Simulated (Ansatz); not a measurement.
# GaGeO: from a guess to a relaxed structure

The task: take a trial cell of GaGeO to zero force and stress.

Computed with Ansatz 0.2.0 (DFT PBE, scalar-relativistic, plane waves, PAW, unless a step's input says otherwise).

### Step 1. The structure to begin with

Symmetry: Pmmm, No. 47, orthorhombic system. The conventional cell has a = 3.493 Å, b = 3.517 Å, c = 3.544 Å, α = 90.00°, β = 90.00°, γ = 90.00°. Around Ga (site symmetry mmm) lie 2 Ge at 1.77 Å. Ge (site symmetry mmm) is surrounded by 2 Ga at 1.77 Å and 4 O at 2.48 Å. O (site symmetry mmm) has 4 Ge at 2.48 Å as nearest neighbours.

Structure file:

```
Ga Ge O
1.0
     3.49272    0.00000    0.00000
     0.00000    3.51675    0.00000
     0.00000    0.00000    3.54368
Ga Ge O
1 1 1
Cartesian
  1.7464 1.7584 1.7718
  1.7464 1.7584 0.0000
  0.0000 0.0000 0.0000
```

The cell is invented: species swapped into a database cell of TbCoC (Pmmm, No. 47), with O on the Tb sites, Ga on the Co sites and Ge on the C sites. Its size is a rough estimate.

### Step 2. Probe: one point on a coarse mesh

input.yaml reads:

```yaml
crystal:
  lattice:
    - [3.49272452, 0.0, 0.0]
    - [0.0, 3.51674872, 0.0]
    - [0.0, 0.0, 3.54367936]
  atoms:
    - { symbol: Ga, position: [0.5, 0.5, 0.5] }
    - { symbol: Ge, position: [0.5, 0.5, 0.0] }
    - { symbol: O, position: [0.0, 0.0, 0.0] }
basis:
  ecutwfc: 420
kpoints:
  mp_grid: { grid: [6, 6, 6] }
hamiltonian:
  xc: pbe
scf:
  occupations: { method: gaussian, width: 0.1 }
  lower_state_search: "off"
output:
  forces: true
  stress: true
  eigenvalues: true
```

On the command line:

```sh
$ ansatz run input.yaml --threads 1 --pin off --max-ram 2560MiB --backend cpu --events-out ev --progress --plain --runs-dir out
```

The session goes on with these runs: a loose first relaxation; final relaxation.

Q: Predict the outcome of this session. Wanted: conventional cell; volume; energy over the elements; gap on the mesh.

**Answer**, as computed:

| quantity | value |
| --- | --- |
| symmetry at the end (tolerance 0.05 Å) | space group P4/mmm (No. 123) |
| conventional cell | a = 3.028 Å, b = 3.028 Å, c = 5.334 Å, α = 90.00°, β = 90.00°, γ = 90.00° |
| volume | 16.30 Å³/atom |
| energy over the elements (uncorrected; H, N, O, F and Cl as molecules) | -0.31 eV/atom |
| gap on the mesh | none (metal) |

The symmetry goes from space group Pmmm (No. 47) to space group P4/mmm (No. 123), and the volume per atom grows by 12.4 % from the first guess. A negative formation energy is needed for stability but isn't enough; other structures and compounds were not set against it here. No finished test with a distortion of lower symmetry is shown, so the end may be a saddle point. The final runs have no spin polarisation, so no magnetic state was tried and one may lie lower.
